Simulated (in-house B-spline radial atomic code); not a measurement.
# Bi⁴⁹⁺: excited configurations

Wanted: excitation energies of Bi⁴⁹⁺ as differences of total energies (ΔSCF).

Program: in-house B-spline radial atomic code version 1. Level of theory: Dirac-Hartree-Fock, average of configuration, Fermi nucleus, basis-set limit. These are calculated values, not measurements, unless marked.

**1. The system**

* element: bismuth (Z = 83)
* charge: +49
* electrons: 34
* configuration: [Ar] 3d10 4s2 4p4
* Hamiltonian: Dirac-Coulomb
* nucleus: Fermi, rms radius 5.521 fm

Outer shells as boxes (Hund's rule):

[Ar] 3d10 4s2 4p4
```
[Ar] core
3d [↑↓][↑↓][↑↓][↑↓][↑↓]
4s [↑↓]
4p [↑↓][↑ ][↑ ]
```

The boxes draw the filling by Hund's rule, which heavy ions in jj coupling don't follow; these runs average over all states of the configuration.

Settings of the run:

```ini
Z = 83
electrons = 34.0
configuration = [Ar] 3d10 4s2 4p4
hamiltonian = dirac
method = hf
spin_polarised = False
nucleus = fermi
rms_radius = 5.5211
mass_number = 209
atomic_mass = 208.980398599
speed_of_light = 137.035999084
```

The reference is known from an earlier run: -19828.432608 hartree in all. Up to eight levels, counted from the top:

| orbital | occupation | energy (eV) | <r> (bohr) |
| --- | --- | --- | --- |
| 3s1/2 | 2 | -6515.81 | 0.1680 |
| 3p1/2 | 2 | -6219.55 | 0.1588 |
| 3p3/2 | 4 | -5671.98 | 0.1740 |
| 3d3/2 | 4 | -5204.22 | 0.1509 |
| 3d5/2 | 6 | -5088.22 | 0.1555 |
| 4s1/2 | 2 | -3083.19 | 0.3379 |
| 4p1/2 | 1.33333 | -2952.50 | 0.3334 |
| 4p3/2 | 2.66667 | -2773.76 | 0.3552 |

**2. Run with [Ar] 3d9 4s2 4p4 8g1**

Settings of the run:

```ini
Z = 83
electrons = 34.0
configuration = [Ar] 3d9 4s2 4p4 8g1
hamiltonian = dirac
method = hf
spin_polarised = False
nucleus = fermi
rms_radius = 5.5211
mass_number = 209
atomic_mass = 208.980398599
speed_of_light = 137.035999084
```

**3. [Ar] 3d10 4s2 4p3 6f1**

The settings differ from step 2 so:

```diff
@@ -2,3 +2,3 @@
 electrons = 34.0
-configuration = [Ar] 3d9 4s2 4p4 8g1
+configuration = [Ar] 3d10 4s2 4p3 6f1
 hamiltonian = dirac
```

**4. [Ar] 3d10 4s1 4p4 5s1**

The settings differ from step 3 so:

```diff
@@ -2,3 +2,3 @@
 electrons = 34.0
-configuration = [Ar] 3d10 4s2 4p3 6f1
+configuration = [Ar] 3d10 4s1 4p4 5s1
 hamiltonian = dirac
```

**5. Configuration [Ar] 3d10 4s1 4p4 5f1**

The settings differ from step 4 so:

```diff
@@ -2,3 +2,3 @@
 electrons = 34.0
-configuration = [Ar] 3d10 4s1 4p4 5s1
+configuration = [Ar] 3d10 4s1 4p4 5f1
 hamiltonian = dirac
```

**6. [Ar] 3d9 4s2 4p4 8s1**

The settings differ from step 5 so:

```diff
@@ -2,3 +2,3 @@
 electrons = 34.0
-configuration = [Ar] 3d10 4s1 4p4 5f1
+configuration = [Ar] 3d9 4s2 4p4 8s1
 hamiltonian = dirac
```

**Question.** How far above the reference does each configuration lie (order and size, in eV)?

As calculated:

| net move | configuration | energy above the reference (eV) | with Breit, QED, recoil (eV) | largest <r> (bohr) |
| --- | --- | --- | --- | --- |
| 4s → 5s | [Ar] 3d10 4s1 4p4 5s1 | 1280.39 | 1277.58 | 0.598 |
| 4s → 5f | [Ar] 3d10 4s1 4p4 5f1 | 1630.42 | 1625.54 | 0.582 |
| 4p → 6f | [Ar] 3d10 4s2 4p3 6f1 | 1835.41 | 1832.09 | 0.903 |
| 3d → 8s | [Ar] 3d9 4s2 4p4 8s1 | 4498.69 | 4494.12 | 1.62 |
| 3d → 8g | [Ar] 3d9 4s2 4p4 8g1 | 4588.15 | 4583.12 | 1.69 |

Quantum defects of the promoted electron, δ = n − ζ/√(−2ε) with ζ = 50 and ε its orbital energy in hartree:

| promotion | δ |
| --- | --- |
| 4s → 5s | 0.890 |
| 4s → 5f | 0.160 |
| 4p → 6f | 0.160 |
| 3d → 8s | 0.651 |
| 3d → 8g | 0.066 |

At the bottom stands 4s → 5s (1280.39 eV), at the top 3d → 8g (4588.15 eV). 2 of them lie more than 2 % above the ionisation threshold that Koopmans' theorem gives (2773.76 eV), where such states can decay by emitting an electron. Of those tabulated, the defect is largest for 5s (0.89) and least for 8g (0.07); at this charge much of the defect is relativistic. Two partly filled shells share a symmetry and can mix in the average, which may lower the energy, for: 4s → 5s. These are averages over configurations, without correlation, not spectroscopic levels.
